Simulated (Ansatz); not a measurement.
**Hf2TiN3: one candidate of a structure search**

Where does this trial cell of Hf2TiN3 go when cell and atoms are let free, and does the end survive a random kick?

Computed with Ansatz 0.2.0 (DFT PBE, scalar-relativistic, plane waves, PAW, unless a step's input says otherwise).

## Step 1: The structure to begin with

It takes space group P6_3/mmc (No. 194, hexagonal). Conventional cell: a = 3.095 Å, b = 3.095 Å, c = 16.050 Å, α = 90.00°, β = 90.00°, γ = 120.00°. Hf (site symmetry 3m) has 6 N at 2.25 to 2.26 Å as nearest neighbours. Around Ti (site symmetry -6m2) lie 6 N at 2.19 Å. N (site symmetry 3m) has 3 Ti at 2.19 Å and 3 Hf at 2.25 Å as nearest neighbours. N (site symmetry -3m) has 6 Hf at 2.26 Å as nearest neighbours.

As a file:

```xyz
12
Lattice="3.0954 0.0000 0.0000 -1.5477 2.6807 0.0000 0.0000 0.0000 16.0502" Properties=species:S:1:pos:R:3 pbc="T T T"
Hf    1.5477    0.8936    1.3815
Hf    1.5477    0.8936    6.6436
Hf    0.0000    1.7871   14.6687
Hf    0.0000    1.7871    9.4066
Ti    1.5477    0.8936   12.0376
Ti    0.0000    1.7871    4.0125
N     0.0000    0.0000   13.3095
N     0.0000    0.0000    2.7407
N     0.0000    0.0000    8.0251
N     0.0000    0.0000    0.0000
N     0.0000    0.0000    5.2844
N     0.0000    0.0000   10.7658
```

The start is the relaxed end of an invented cell (made as: elements ordered on the sites of the HfN type, Ti/Hf on Hf (P6_3/mmc, No. 194)), taken up again for a closer look.

## Step 2: A first look at the guess

File input.yaml:

```yaml
crystal:
  lattice:
    - [3.0953763, 0.0, 0.0]
    - [-1.5476882, 2.6806745, 0.0]
    - [0.0, 0.0, 16.0501979]
  atoms:
    - { symbol: Hf, position: [0.6666667, 0.3333333, 0.086073] }
    - { symbol: Hf, position: [0.6666667, 0.3333333, 0.413927] }
    - { symbol: Hf, position: [0.3333333, 0.6666667, 0.913927] }
    - { symbol: Hf, position: [0.3333333, 0.6666667, 0.586073] }
    - { symbol: Ti, position: [0.6666667, 0.3333333, 0.75] }
    - { symbol: Ti, position: [0.3333333, 0.6666667, 0.25] }
    - { symbol: "N", position: [0.0, 0.0, 0.829241] }
    - { symbol: "N", position: [0.0, 0.0, 0.170759] }
    - { symbol: "N", position: [0.0, 0.0, 0.5] }
    - { symbol: "N", position: [0.0, 0.0, 0.0] }
    - { symbol: "N", position: [0.0, 0.0, 0.329241] }
    - { symbol: "N", position: [0.0, 0.0, 0.670759] }
basis:
  ecutwfc: 420
kpoints:
  mp_grid: { grid: [6, 6, 1] }
hamiltonian:
  xc: pbe
scf:
  occupations: { method: gaussian, width: 0.1 }
  lower_state_search: "off"
output:
  forces: true
  stress: true
  eigenvalues: true
```

On the command line:

```console
$ ansatz run input.yaml --threads 4 --pin off --max-ram 8192MiB --backend cpu --events-out ev --progress --plain --runs-dir out
```

Standard output, cut to the lines that bear on the results:

```text
[...]
SCF converged after 7 iterations
Free energy (F): -70207.969911 eV
[...]
E sigma→0 (E₀):  -70207.964219 eV
Entropy (-TS):   -0.011385 eV (-0.949 meV/atom)
Fermi energy:    21.034825 eV
[...]
--- Forces (eV/Å), atoms counted from 1 ---
  atom   1  Hf    -0.00000000    -0.00000000     0.07610744
  atom   2  Hf    -0.00000000    -0.00000000    -0.07610744
  atom   3  Hf     0.00000000     0.00000000    -0.07610744
  atom   4  Hf     0.00000000     0.00000000     0.07610744
  atom   5  Ti    -0.00000000    -0.00000000     0.00000000
  atom   6  Ti     0.00000000     0.00000000     0.00000000
  atom   7  N     -0.00000000    -0.00000000    -0.00241755
  atom   8  N      0.00000000     0.00000000     0.00241755
[...]
--- Stress (GPa, compression-positive) ---
       -0.901361       0.000000       0.000000
       -0.000000      -0.901361       0.000000
        0.000000       0.000000       1.345684
  P = ⅓ Tr σ = -0.1523 GPa (-1.523 kbar)
--- Band table (eV; the first three rows and the last of 7) ---
[...]
```

It took 1.9 s on 4 threads of Intel Xeon Platinum 8375C at 2.90GHz (Ice Lake), shared host; peak memory 0.69 GiB.

From the probe: pressure -0.2 GPa, largest force 0.08 eV/Å, gap on this mesh none (metal). The coarse relaxation is skipped.

## Step 3: Spin check on a coarse mesh

Changes to input.yaml since step 2:

```diff
@@ -10,4 +10,4 @@
     - { symbol: Hf, position: [0.3333333, 0.6666667, 0.586073] }
-    - { symbol: Ti, position: [0.6666667, 0.3333333, 0.75] }
-    - { symbol: Ti, position: [0.3333333, 0.6666667, 0.25] }
+    - { symbol: Ti, position: [0.6666667, 0.3333333, 0.75], spin: 1.0 }
+    - { symbol: Ti, position: [0.3333333, 0.6666667, 0.25], spin: 1.0 }
     - { symbol: "N", position: [0.0, 0.0, 0.829241] }
@@ -31 +31,4 @@
   eigenvalues: true
+  populations: true
+magnetization:
+  spin_polarized: true
```

On the command line:

```console
$ ansatz run input.yaml --threads 4 --pin off --max-ram 8192MiB --backend cpu --events-out ev --progress --plain --runs-dir out
```

Standard output, cut to the lines that bear on the results:

```text
[...]
SCF converged after 17 iterations
Magnetization: -0.0000 μB (79.0000 up, 79.0000 down)
Absolute magnetization: 0.0000 μB (∫|ρ↑−ρ↓|, with the PAW one-centre terms)
Spin contamination: 0.0000 ħ² per cell (⟨S²⟩ above its minimum at these occupations)
[...]
Free energy (F): -70207.969911 eV
[...]
E sigma→0 (E₀):  -70207.964219 eV
Entropy (-TS):   -0.011385 eV (-0.949 meV/atom)
Fermi energy:    21.034824 eV
[...]
--- Forces (eV/Å), atoms counted from 1 ---
  atom   1  Hf    -0.00000000    -0.00000000     0.07603021
  atom   2  Hf    -0.00000000    -0.00000000    -0.07603021
  atom   3  Hf     0.00000000     0.00000000    -0.07603021
  atom   4  Hf     0.00000000     0.00000000     0.07603021
  atom   5  Ti    -0.00000000    -0.00000000     0.00000000
  atom   6  Ti     0.00000000     0.00000000     0.00000000
  atom   7  N     -0.00000000    -0.00000000    -0.00243841
  atom   8  N      0.00000000     0.00000000     0.00243841
[...]
--- Stress (GPa, compression-positive) ---
       -0.901474       0.000000       0.000000
       -0.000000      -0.901474       0.000000
        0.000000       0.000000       1.345626
  P = ⅓ Tr σ = -0.1524 GPa (-1.524 kbar)
--- Band table (eV; the first three rows and the last of 14) ---
[...]
--- Löwdin populations: 12 sites ---
  site symbol       q [e]    m [muB]
     0     Hf     25.3079    -0.0000
     1     Hf     25.3079    -0.0000
     2     Hf     25.3079    -0.0000
     3     Hf     25.3079    -0.0000
     4     Ti     11.1225     0.0000
     5     Ti     11.1225     0.0000
     6      N      5.7005     0.0000
     7      N      5.7005     0.0000
     8      N      5.6552     0.0000
     9      N      5.6552     0.0000
    10      N      5.7005     0.0000
    11      N      5.7005     0.0000
  spilling = 0.002602 (of n_electrons = 158.000000)
```

It took 7.3 s on 4 threads of Intel Xeon Platinum 8375C at 2.90GHz (Ice Lake), shared host; peak memory 0.72 GiB.

Site by site:

```csv
atom,Löwdin electrons
Hf1,25.31
Hf2,25.31
Hf3,25.31
Hf4,25.31
Ti5,11.12
Ti6,11.12
N7,5.70
N8,5.70
N9,5.66
N10,5.66
N11,5.70
N12,5.70
```

The Löwdin counts miss 0.41 of the 158 electrons, which the atomic orbitals do not span, so they are no charges.

The same cell is solved with trial moments on Ti. The largest site moment that stays is 0.00 μB and the cell's total 0.00 μB. The workflow keeps spin only above 0.25 μB on a site, so the next run goes without spin.

## Step 4: Full relaxation

Changes to input.yaml since step 3:

```diff
@@ -10,4 +10,4 @@
     - { symbol: Hf, position: [0.3333333, 0.6666667, 0.586073] }
-    - { symbol: Ti, position: [0.6666667, 0.3333333, 0.75], spin: 1.0 }
-    - { symbol: Ti, position: [0.3333333, 0.6666667, 0.25], spin: 1.0 }
+    - { symbol: Ti, position: [0.6666667, 0.3333333, 0.75] }
+    - { symbol: Ti, position: [0.3333333, 0.6666667, 0.25] }
     - { symbol: "N", position: [0.0, 0.0, 0.829241] }
@@ -21,3 +21,3 @@
 kpoints:
-  mp_grid: { grid: [6, 6, 1] }
+  mp_grid: { grid: [12, 12, 4] }
 hamiltonian:
@@ -26,3 +26,2 @@
   occupations: { method: gaussian, width: 0.1 }
-  lower_state_search: "off"
 output:
@@ -31,4 +30,10 @@
   eigenvalues: true
-  populations: true
-magnetization:
-  spin_polarized: true
+  write_density: true
+  write_potential: true
+  elf: true
+  volumetric_format: npy
+relax:
+  adjacent_minimum: "off"
+  f_tol: 0.01
+  max_steps: 80
+  cell: { stress_tol: 0.05 }
```

On the command line:

```console
$ ansatz run input.yaml --threads 4 --pin off --max-ram 8192MiB --backend cpu --events-out ev --progress --plain --runs-dir out
```

Standard output, cut to the lines that bear on the results:

```text
Warning: RAYON_NUM_THREADS=4 ignored (pool sized by the plan → 4); use --threads N
[...]
Pseudopotentials: kind: paw
Pseudopotential: Hf, paw, valence charge 26, recommended cutoff 420 eV (normal), Hf.paw.azcp
Pseudopotential: Ti, paw, valence charge 12, recommended cutoff 420 eV (normal), Ti.paw.azcp
Pseudopotential: N, paw, valence charge 5, recommended cutoff 420 eV (normal), N.paw.azcp
Functional definition: PBE
[...]
Crystal: 12 atoms, lattice volume = 133.180 Å³
Basis set: ecut = 420 eV, 2585 PW (Γ), exchange–correlation on 48×48×216 points (8 copies of the dense FFT grid, shifted against one another)
Bands: 95, of which v1, the nominal top of the filled ones, is band 79 counted from 1 (78 counted from 0)
Symmetry: 24 space group operations
Space group: P63/mmc (ITA 194), of the structure as read, at distance tolerance 5.1e-5 Å
k-points: 57 of 576
[...]
  cell:  # Å, volume = 133.1797 Å³
    - [3.0953762941847653, 2.8867513560429285e-8, 0.0]
    - [-1.5476881720923827, 2.6806744906023843, 0.0]
    - [0.0, 0.0, 16.0501979]
  atoms:
    - { symbol: Hf, position: [0.6666666666666666, 0.3333333333333333, 0.08607299999999998] }
    - { symbol: Hf, position: [0.6666666666666666, 0.3333333333333333, 0.41392699999999993] }
    - { symbol: Hf, position: [0.3333333333333333, 0.6666666666666666, 0.9139269999999999] }
    - { symbol: Hf, position: [0.3333333333333333, 0.6666666666666666, 0.586073] }
    - { symbol: Ti, position: [0.6666666666666666, 0.3333333333333333, 0.7499999999999999] }
    - { symbol: Ti, position: [0.3333333333333333, 0.6666666666666666, 0.24999999999999997] }
    - { symbol: N, position: [0.0, 0.0, 0.829241] }
    - { symbol: N, position: [0.0, 0.0, 0.17075899999999997] }
    - { symbol: N, position: [0.0, 0.0, 0.49999999999999994] }
    - { symbol: N, position: [0.0, 0.0, 0.0] }
    - { symbol: N, position: [0.0, 0.0, 0.32924099999999995] }
    - { symbol: N, position: [0.0, 0.0, 0.6707589999999999] }
```

Run time: 25 s. Hardware: 4 threads of Intel Xeon Platinum 8375C at 2.90GHz (Ice Lake), shared host; peak memory 1 GiB.

Step by step:

```csv
step,E - E(step 1) (eV/cell),largest force component (eV/Å),pressure (GPa),volume (Å³)
1,0.0000,0.0056,0.01,133.18
2,0.0000,0.0056,0.01,133.18
```

Step 1 is the start. Step 2 repeats the geometry before it on a plane-wave basis chosen anew for that cell, so its energy need not be comparable with the rows above.

|  | before | after | change |
| --- | --- | --- | --- |
| a (Å) | 3.095 | 3.095 | 0.0 % |
| b (Å) | 3.095 | 3.095 | 0.0 % |
| c (Å) | 16.050 | 16.050 | 0.0 % |
| volume (Å³/atom) | 11.10 | 11.10 | 0.0 % |
| shortest distance (Å) | 2.193 | 2.193 | 0.0 % |
| space group (0.01 Å) | P6_3/mmc | P6_3/mmc | same |

Forces and stress were held to the start's 24 operations: a distortion of lower symmetry was not tested.

Density in a lattice plane of the grid's cell (edges 3.10 and 16.05 Å, at 0.333 of the third edge), which holds Hf and Ti.

Values in e/Å³, 12 rows by 6 columns:
```
 0.58  1.40  0.70  0.22  0.18  0.21
 0.39  0.59  0.38  0.19  0.16  0.20
 0.31  0.18  0.36  4.88  9.85  4.91
 0.40  0.60  0.39  0.19  0.16  0.20
 0.58  1.40  0.69  0.22  0.18  0.21
 0.40  0.59  0.39  0.20  0.17  0.21
 0.58  0.21  0.70 10.74 31.77 11.09
 0.40  0.59  0.39  0.20  0.18  0.21
 0.31  0.65  0.35  0.15  0.13  0.15
 0.39  0.58  0.38  0.21  0.20  0.22
 0.58  0.21  0.70 10.76 31.83 11.12
 0.40  0.60  0.39  0.20  0.17  0.20
```
Columns run along the first of these edges and rows up along the second, over one cell in 6 and 12 even steps from the bottom left corner. Atoms in the plane (fractional): Hf at (0.67, 0.09), Hf at (0.67, 0.41), Ti at (0.67, 0.75).

ELF in the same plane.

Ten even steps from ' ' (0.04) to '@' (0.82):
```
......::--::
..--::::++::
==++==::::::
==##--..==..
  ....##  ##
==##--..==..
==++==::::::
..--::::++::
..::..::--::
**%%**..  ..
..==..**@@**
....::@@@@@@
==##==..::..
====--::::::
  ::....==..
====--::::::
==##==  ::..
....::@@@@@@
..==..##@@**
**%%**..  ..
```
Columns run along the first of these edges and rows up along the second, over one cell in 6 and 20 even steps from the bottom left corner. Atoms in the plane (fractional): Hf at (0.67, 0.09), Hf at (0.67, 0.41), Ti at (0.67, 0.75).

Both are smooth fields of the valence electrons: close to the nuclei they are not physical.

Maxima of ELF outside the ion cores: 0.83 in the shell around N, 0.7 Å from N; 0.48 between the atoms, 1.7 Å from Hf.

## Step 5: Variant: occupations.method fermi_dirac, occupations.width 0.001, accuracy high, ecutwfc left out

File input.yaml:

```yaml
crystal:
  lattice:
    - [3.0953762942, 2.89e-08, 0.0]
    - [-1.5476881721, 2.6806744906, 0.0]
    - [0.0, 0.0, 16.0501979]
  atoms:
    - { symbol: Hf, position: [0.6666666667, 0.3333333333, 0.086073] }
    - { symbol: Hf, position: [0.6666666667, 0.3333333333, 0.413927] }
    - { symbol: Hf, position: [0.3333333333, 0.6666666667, 0.913927] }
    - { symbol: Hf, position: [0.3333333333, 0.6666666667, 0.586073] }
    - { symbol: Ti, position: [0.6666666667, 0.3333333333, 0.75] }
    - { symbol: Ti, position: [0.3333333333, 0.6666666667, 0.25] }
    - { symbol: "N", position: [0.0, 0.0, 0.829241] }
    - { symbol: "N", position: [0.0, 0.0, 0.170759] }
    - { symbol: "N", position: [0.0, 0.0, 0.5] }
    - { symbol: "N", position: [0.0, 0.0, 0.0] }
    - { symbol: "N", position: [0.0, 0.0, 0.329241] }
    - { symbol: "N", position: [0.0, 0.0, 0.670759] }
kpoints:
  mp_grid: { grid: [12, 12, 4] }
hamiltonian:
  xc: pbe
scf:
  occupations: { method: fermi_dirac, width: 0.001 }
output:
  forces: true
  eigenvalues: true
  stress: true
accuracy: high
```

On the command line:

```console
$ ansatz run input.yaml --threads 4 --pin off --max-ram 8192MiB --backend cpu --events-out ev --progress --plain --runs-dir out
```

Standard output, cut to the lines that bear on the results:

```text
Warning: RAYON_NUM_THREADS=4 ignored (pool sized by the plan → 4); use --threads N
[...]
[... 5 set-up lines as earlier in the session ...]
[...]
Crystal: 12 atoms, lattice volume = 133.180 Å³
Basis set: ecut = 420 eV, 2585 PW (Γ), exchange–correlation on 50×50×250 points (8 copies of the dense FFT grid, shifted against one another)
Bands: 95, of which v1, the nominal top of the filled ones, is band 79 counted from 1 (78 counted from 0)
[... 2 set-up lines as earlier in the session ...]
k-points: 57 of 576
[...]
SCF converged after 11 iterations
Free energy (F): -70207.891348 eV
[...]
E sigma→0 (E₀):  -70207.891309 eV
Entropy (-TS):   -0.000078 eV (-0.007 meV/atom)
Fermi energy:    20.973715 eV
[...]
--- Forces (eV/Å), atoms counted from 1 ---
  atom   1  Hf     0.00000000    -0.00000000     0.02207894
  atom   2  Hf     0.00000000    -0.00000000    -0.02207894
  atom   3  Hf     0.00000000     0.00000000    -0.02207894
  atom   4  Hf     0.00000000     0.00000000     0.02207894
  atom   5  Ti    -0.00000000    -0.00000000     0.00000000
  atom   6  Ti     0.00000000     0.00000000    -0.00000000
  atom   7  N      0.00000000    -0.00000000     0.01404826
  atom   8  N     -0.00000000     0.00000000    -0.01404826
[...]
--- Stress (GPa, compression-positive) ---
       -0.013112      -0.000000      -0.000000
       -0.000000      -0.013112       0.000000
       -0.000000       0.000000       0.028375
  P = ⅓ Tr σ = 0.0007 GPa (0.007 kbar)
--- Band table (eV; the first three rows and the last of 57) ---
[...]
```

Wall time 12 s (4 threads of Intel Xeon Platinum 8375C at 2.90GHz (Ice Lake), shared host); peak memory 1 GiB.

```csv
run,ending,energy change,pressure (GPa),gap (eV),force (eV/Å),cycles,time
step 4,converged,0,0.0,0.00,0.01,-,25 s
variant,converged,+0.2 meV/atom (σ→0),0.0,0.00,0.02,11,12 s
```

Changing the smearing and accuracy level leaves the energy as it was (+0.2 meV/atom).

## Step 6: Kick test: the unmoved cell on a coarse mesh

File input.yaml:

```yaml
crystal:
  lattice:
    - [3.0953762942, 2.89e-08, 0.0]
    - [-1.5476881721, 2.6806744906, 0.0]
    - [0.0, 0.0, 16.0501979]
  atoms:
    - { symbol: Hf, position: [0.6666666667, 0.3333333333, 0.086073] }
    - { symbol: Hf, position: [0.6666666667, 0.3333333333, 0.413927] }
    - { symbol: Hf, position: [0.3333333333, 0.6666666667, 0.913927] }
    - { symbol: Hf, position: [0.3333333333, 0.6666666667, 0.586073] }
    - { symbol: Ti, position: [0.6666666667, 0.3333333333, 0.75] }
    - { symbol: Ti, position: [0.3333333333, 0.6666666667, 0.25] }
    - { symbol: "N", position: [0.0, 0.0, 0.829241] }
    - { symbol: "N", position: [0.0, 0.0, 0.170759] }
    - { symbol: "N", position: [0.0, 0.0, 0.5] }
    - { symbol: "N", position: [0.0, 0.0, 0.0] }
    - { symbol: "N", position: [0.0, 0.0, 0.329241] }
    - { symbol: "N", position: [0.0, 0.0, 0.670759] }
basis:
  ecutwfc: 420
kpoints:
  mp_grid: { grid: [12, 12, 2] }
hamiltonian:
  xc: pbe
scf:
  occupations: { method: gaussian, width: 0.2 }
  lower_state_search: "off"
output:
  forces: true
  stress: true
  eigenvalues: true
```

On the command line:

```console
$ ansatz run input.yaml --threads 4 --pin off --max-ram 8192MiB --backend cpu --events-out ev --progress --plain --runs-dir out
```

Standard output, cut to the lines that bear on the results:

```text
[...]
SCF converged after 8 iterations
Free energy (F): -70207.938567 eV
[...]
E sigma→0 (E₀):  -70207.902010 eV
Entropy (-TS):   -0.073115 eV (-6.093 meV/atom)
Fermi energy:    20.913108 eV
[...]
--- Forces (eV/Å), atoms counted from 1 ---
  atom   1  Hf    -0.00000000    -0.00000000    -0.00196473
  atom   2  Hf    -0.00000000    -0.00000000     0.00196473
  atom   3  Hf     0.00000000     0.00000000     0.00196473
  atom   4  Hf     0.00000000     0.00000000    -0.00196473
  atom   5  Ti    -0.00000000    -0.00000000     0.00000000
  atom   6  Ti     0.00000000     0.00000000    -0.00000000
  atom   7  N      0.00000000     0.00000000    -0.00352551
  atom   8  N     -0.00000000     0.00000000     0.00352551
[...]
--- Stress (GPa, compression-positive) ---
        0.082349      -0.000000      -0.000000
       -0.000000       0.082349      -0.000000
       -0.000000      -0.000000      -0.003192
  P = ⅓ Tr σ = 0.0538 GPa (0.538 kbar)
--- Band table (eV; the first three rows and the last of 38) ---
[...]
```

Wall time 7 s (4 threads of Intel Xeon Platinum 8375C at 2.90GHz (Ice Lake), shared host); peak memory 0.88 GiB.

The cell holds 12 atoms.

[end of part 1 of 2]
